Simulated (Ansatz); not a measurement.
# K+ with BF₃: structure and interaction energy

The task here is to estimate one member of a computed series from the others.

Program: Ansatz 0.2.0, Gaussian basis. Level of theory: PBE0-D4 structure, single points in def2-TZVPPD. These are calculated values, not measurements.

Levels: PBE-D4, revPBE-D4, BLYP-D4, r2SCAN-D4, B97M-V, PBE0-D4, B3LYP-D4, HSE06-D4, wB97X-V, wB97M-V, B2PLYP, Hartree-Fock, MP2, CCSD, CCSD(T). The reference is CCSD(T) extrapolated to the basis limit. For elements past Ar these valence bases correlate outer-core shells poorly and lack relativity, so that limit is rough.

Correlated methods freeze the cores. The outer core shell of Li, Na, Mg and K is correlated. B3LYP uses VWN-RPA correlation. B2PLYP carries no dispersion term here.

163 further runs of the same task are left out: 163 set aside as unsound or not needed. Runs told in other sessions of the task aren't counted.

## The system as given

The pair, from a GFN2-xTB docking trial: 5 atoms, charge 1, spin multiplicity 1.

Atoms are counted from 1 here; the program's logs count them from 0.

Bond lengths: F2–B3 1.279 Å, B3–F4 1.323 Å, B3–F5 1.304 Å. Angles: F2–B3–F4 121.5°, F2–B3–F5 124.1°, F4–B3–F5 114.5°.

Coordinates:

```tsv
atom	x (Å)	y (Å)	z (Å)
K1	0.07180	0.02260	-3.23980
F2	0.26470	-0.11380	2.08940
B3	-0.01670	0.00330	0.84690
F4	0.77570	-0.49010	-0.09030
F5	-1.09560	0.57800	0.39380
```

Atoms 1 to 1 are fragment A (K+), the rest fragment B (BF₃).

Set-up of the first run:

pre/in.yaml reads:

```yaml
crystal:
  periodic: [false, false, false]
  atoms:
    - {symbol: K, position_ang: [0.071800, 0.022600, -3.239800]}
    - {symbol: F, position_ang: [0.264700, -0.113800, 2.089400]}
    - {symbol: B, position_ang: [-0.016700, 0.003300, 0.846900]}
    - {symbol: F, position_ang: [0.775700, -0.490100, -0.090300]}
    - {symbol: F, position_ang: [-1.095600, 0.578000, 0.393800]}
basis:
  gaussian: {orbitals: def2-SVP}
total_charge: 1
hamiltonian: {xc: pbe, dispersion: d4}
relax: {f_tol: 0.03, max_steps: 250}
```

Launch:

```sh
> ansatz run in.yaml --threads 4 --pin off --events-out ev --progress --plain --max-ram 9574MiB
```

Among the steps run: A first relaxation in a small basis; Relaxation at PBE0-D4; wB97X-V/def2-TZVPPD; wB97M-V/def2-TZVPPD; B2PLYP/def2-TZVPPD; B97M-V/def2-TZVPPD; CCSD(T)/def2-TZVPPD; MP2/def2-QZVPPD; Hartree-Fock/STO-3G; SPW92/def2-SVP; wB97M-V/def2-SVP; CCSD(T)/def2-SVP; Vibrations of the pair.

One of the session's tables, all rows but one given; the rest of the session is left out.

```
      method  interaction (kJ/mol)
      PBE-D4                -31.79
   revPBE-D4                -30.30
     BLYP-D4                -32.96
   r2SCAN-D4                -30.85
      B97M-V                -31.20
     PBE0-D4                -31.77
    B3LYP-D4                -33.54
    HSE06-D4                -31.79
     wB97X-V                -30.94
     wB97M-V                -30.91
      B2PLYP                -29.95
Hartree-Fock                -28.12
         MP2                     ?
        CCSD                -29.50
     CCSD(T)                -29.58
 CCSD(T)/CBS                -31.28
```

Estimate the missing values for MP2.

**Answer.** interaction (kJ/mol): -29.54. In the column «interaction (kJ/mol)» it lies between CCSD(T) (-29.58) and CCSD (-29.50).
